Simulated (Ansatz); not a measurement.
**GaF under changes of volume**

One of the cells (15.866 Å³/atom); the others are scaled copies at fixed shape and fractional positions:

```xyz
2
Lattice="3.1659 0.0000 0.0000 0.0000 3.1659 0.0000 0.0000 0.0000 3.1659" Properties=species:S:1:pos:R:3 pbc="T T T"
Ga    0.0000    0.0000    0.0000
F     1.5830    1.5830    1.5830
```

The cell was built by a generator and needn't be a form met in nature.

* Program: Ansatz 0.2.0
* Functional: PBE
* Potentials or basis: all-electron LAPW, scalar-relativistic
* Cutoff: 232 eV (chosen from the basis error)
* Basis error allowed: 0.0005 eV/atom
* k mesh: 8 × 8 × 8
* Occupations: fermi-dirac, width 0.05 eV
* Spin: no spin polarisation

| volume (Å³/atom) | energy over the lowest point (meV/atom) | pressure (GPa) | gap on the mesh (eV) |
| --- | --- | --- | --- |
| 14.914 | 9.03 | 3.1 | none |
| 15.231 | 4.00 | 2.0 | none |
| 15.549 | 1.04 | 1.0 | 0.19 |
| 15.866 | 0.00 | 0.0 | 0.33 |
| 16.183 | 0.75 | -0.8 | 0.48 |
| 16.501 | ? | ? | ? |
| 16.818 | 6.88 | -2.2 | 0.75 |

Problem. What does the run at 16.501 Å³/atom give?

Solution. Energy over the lowest point 3.11 meV/atom; pressure -1.6 GPa; gap on the mesh 0.62 eV.

Worked out: A Birch-Murnaghan fit of order 3 (a polynomial in V^(-2/3)) to the other rows has its minimum at 15.89 Å³/atom with B0 = V·E''(V) = 44 GPa and B' = 3.4. It gives 3.08 meV/atom at 16.501 Å³/atom, against the run's 3.11, and -dE/dV = -1.6 GPa, against -1.6.

Energies are extrapolated to zero smearing.

A mesh can miss the band edges. Spin-orbit coupling on Ga is left out.

A gap of «none» marks a metal or a gap under the smearing width.
